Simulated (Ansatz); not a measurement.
# C₃H₉ClSi: basis-set convergence

An exercise on one series of results from a longer session: the logs are not shown, and one member is left open.

The runs use Ansatz 0.2.0, Gaussian basis; one geometry, several basis sets.

Levels to be run: PBE0-D4/def2-SVP; ωB97M-V/def2-SVP; PBE0-D4/def2-QZVPP; ωB97M-V/def2-QZVPP; the functionals' def2-TZVPP values are taken from earlier runs.

### The geometry

An earlier PBE0-D4 in a triple-zeta def2 set relaxation fixed the geometry.

14 atoms, charge 0, spin multiplicity 1.

Atoms are counted from 1 here; the program's logs count them from 0.

Bond lengths: Si1–C2 1.876 Å, Si1–H6 1.490 Å, Si1–H7 1.487 Å, Si1–H8 1.489 Å, C2–C3 1.523 Å, C2–H9 1.095 Å, C2–H10 1.096 Å, C3–C4 1.513 Å, C3–H11 1.095 Å, C3–H12 1.097 Å, C4–Cl5 1.788 Å, C4–H13 1.091 Å, C4–H14 1.090 Å. Angles: C2–Si1–H6 110.4°, C2–Si1–H7 110.7°, C2–Si1–H8 110.3°, H6–Si1–H7 108.6°, H6–Si1–H8 108.1°, H7–Si1–H8 108.8°, Si1–C2–C3 113.6°, Si1–C2–H9 108.3°, Si1–C2–H10 108.4°, C3–C2–H9 109.8°, C3–C2–H10 110.1°, H9–C2–H10 106.3°, C2–C3–C4 114.1°, C2–C3–H11 110.4°, C2–C3–H12 110.0°, C4–C3–H11 108.8°, C4–C3–H12 106.8°, H11–C3–H12 106.4° and more.

The first run:

Input file in.yaml:

```yaml
crystal:
  periodic: [false, false, false]
  atoms:
    - {symbol: Si, position_ang: [-1.773684, 0.781864, 1.003694]}
    - {symbol: C, position_ang: [-0.264460, 0.651039, -0.102973]}
    - {symbol: C, position_ang: [0.490998, -0.662629, 0.049126]}
    - {symbol: C, position_ang: [1.709147, -0.780798, -0.840277]}
    - {symbol: Cl, position_ang: [1.276527, -0.791179, -2.574807]}
    - {symbol: H, position_ang: [-1.378361, 0.666627, 2.435146]}
    - {symbol: H, position_ang: [-2.458531, 2.086952, 0.804726]}
    - {symbol: H, position_ang: [-2.733480, -0.314535, 0.699717]}
    - {symbol: H, position_ang: [-0.587221, 0.775659, -1.141690]}
    - {symbol: H, position_ang: [0.399238, 1.495918, 0.115764]}
    - {symbol: H, position_ang: [-0.172849, -1.510385, -0.147815]}
    - {symbol: H, position_ang: [0.840960, -0.777314, 1.082711]}
    - {symbol: H, position_ang: [2.390327, 0.059024, -0.698776]}
    - {symbol: H, position_ang: [2.248089, -1.709543, -0.655845]}
basis:
  gaussian: {orbitals: def2-SVP}
hamiltonian: {xc: pbe0, dispersion: d4}
output: {orbitals: {seedname: orbitals}}
```

Started as:

```bash
$ ansatz run in.yaml --threads 4 --pin off --events-out ev --progress --plain --max-ram 10444MiB
```

Steps of the session up to this table: PBE0-D4 in def2-SVP; ωB97M-V in def2-SVP; PBE0-D4 in def2-QZVPP; ωB97M-V in def2-QZVPP.

One table of the session follows, with a row left open; its other results are not shown here.

It belongs to the step «Functionals by basis». 

| functional | basis | HOMO (eV) | LUMO (eV) |
| --- | --- | --- | --- |
| PBE0-D4 | def2-SVP | -8.20 | 1.12 |
| PBE0-D4 | def2-TZVPP | -8.37 | 0.61 |
| PBE0-D4 | def2-QZVPP | -8.41 | 0.33 |
| ωB97M-V | def2-SVP | -10.48 | 2.89 |
| ωB97M-V | def2-TZVPP | ? | ? |
| ωB97M-V | def2-QZVPP | -10.70 | 1.61 |

Q: Estimate the row for ωB97M-V, def2-TZVPP from the others.

The run gave: HOMO (eV): -10.66; LUMO (eV): 2.12. In the column «HOMO (eV)» it lies between ωB97M-V, def2-QZVPP (-10.70) and ωB97M-V, def2-SVP (-10.48).
